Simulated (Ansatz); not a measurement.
# CH₆ClPSi: an energy map over two coordinates

Aim: map the energy of CH₆ClPSi, SMILES C[SiH](P)Cl over two coordinates, and find its wells, ridges and stiffness.

Computed with Ansatz 0.2.0. Level: RKS B3LYP-D4/def2-SVP.

**1. Starting geometry**

10 atoms, charge 0, spin multiplicity 1.

Atoms are counted from 1 here; the program's logs count them from 0.

Bond lengths: C1–Si2 1.881 Å, C1–H5 1.108 Å, C1–H6 1.110 Å, C1–H7 1.109 Å, Si2–P3 2.277 Å, Si2–Cl4 2.094 Å, Si2–H8 1.504 Å, P3–H9 1.442 Å, P3–H10 1.445 Å. Angles: Si2–C1–H5 110.9°, Si2–C1–H6 110.0°, Si2–C1–H7 110.4°, H5–C1–H6 108.5°, H5–C1–H7 108.5°, H6–C1–H7 108.4°, C1–Si2–P3 115.2°, C1–Si2–Cl4 108.7°, C1–Si2–H8 110.5°, P3–Si2–Cl4 106.5°, P3–Si2–H8 107.9°, Cl4–Si2–H8 107.7°, Si2–P3–H9 92.0°, Si2–P3–H10 91.8°, H9–P3–H10 92.6°.

Coordinates:

```xyz
10

C    -0.9136    0.9606    0.2551
Si   -0.1212   -0.4641   -0.6833
P     1.8996   -1.1461    0.1150
Cl   -1.3911   -2.1257   -0.5819
H    -1.0577    0.6998    1.3228
H    -0.2665    1.8602    0.1966
H    -1.9018    1.2100   -0.1823
H     0.0509   -0.1068   -2.1340
H     1.4165   -1.1556    1.4738
H     2.3678    0.2166    0.2213
```

This geometry comes from a loose relaxation at PBE in a small basis, which is not shown.

**3. The grid**

- umbrella angle at P3 (between each of its bonds and their common axis; 90 is planar): 11 values from 45 to 135 °
- change of the bonds P3–Si2, P3–H9, P3–H10, all alike: 11 values from −0.188 to 0.291 Å

Nothing else is relaxed (all other coordinates rigid). Energies count from the relaxed molecule at the same level. Points are written as (first, second).

(The set-up runs are not shown.)

**4. Grid point (126°, 0.003 Å)**

The input, input.yaml:

```yaml
crystal:
  periodic: [false, false, false]
  atoms:
    - { symbol: C, position_ang: [-0.845424, 1.04068, 0.395821] }
    - { symbol: Si, position_ang: [-0.128402, -0.37509, -0.602819] }
    - { symbol: P, position_ang: [1.884248, -1.144239, 0.1311] }
    - { symbol: Cl, position_ang: [-1.45368, -1.989956, -0.508064] }
    - { symbol: H, position_ang: [-0.973516, 0.746816, 1.449267] }
    - { symbol: H, position_ang: [-0.174331, 1.914372, 0.356499] }
    - { symbol: H, position_ang: [-1.828614, 1.33743, -0.003714] }
    - { symbol: H, position_ang: [0.018242, 0.009536, -2.034494] }
    - { symbol: H, position_ang: [1.398294, -1.052618, 1.476629] }
    - { symbol: H, position_ang: [2.333395, 0.21682, 0.219156] }
basis:
  gaussian: { orbitals: def2-SVP }
hamiltonian:
  xc: { name: B3LYP }
  dispersion: d4
output:
  forces: true
```

The run is started by

```
ansatz run input.yaml --threads 1 --pin off --max-ram 2560MiB --backend cpu --events-out ev --progress --plain --runs-dir out
```

The session goes on with these runs: all other points of the grid.

Q: Predict the outcome of this session. Wanted: lowest point; highest computed point; largest force on an atom; dipole moment.

**Answer**, as computed:

| quantity | value |
| --- | --- |
| lowest point | (126°, 0.003 Å), 0.6 kcal/mol |
| highest computed point | (90°, 0.291 Å), 74.6 kcal/mol above the lowest |
| largest force on an atom (eV/Å) | 0.4 at (54°, 0.003 Å) to 9.2 at (45°, −0.188 Å); 0.5 at the lowest point |
| dipole moment (D) | 1.23 at (63°, −0.188 Å) to 2.52 at (117°, −0.188 Å); 2.28 at the lowest point |
| time for the whole task | 7.9 min on 1 thread, shared host |

The lowest computed point is at (126°, 0.003 Å), 0.6 kcal/mol from the relaxed molecule at the same level. The grid is coarse, so the true minimum lies between grid points and may sit elsewhere than the lowest one. There is a further well near (54°, 0.003 Å) (1.7 kcal/mol above the lowest at that grid point). The highest computed point, (90°, 0.291 Å), lies 74.6 kcal/mol above the lowest. On the interpolated surface the easiest way out of the lowest well to the well at (54°, 0.003 Å) passes a barrier of about 26 kcal/mol. Round the minimum the two coordinates are nearly uncoupled.
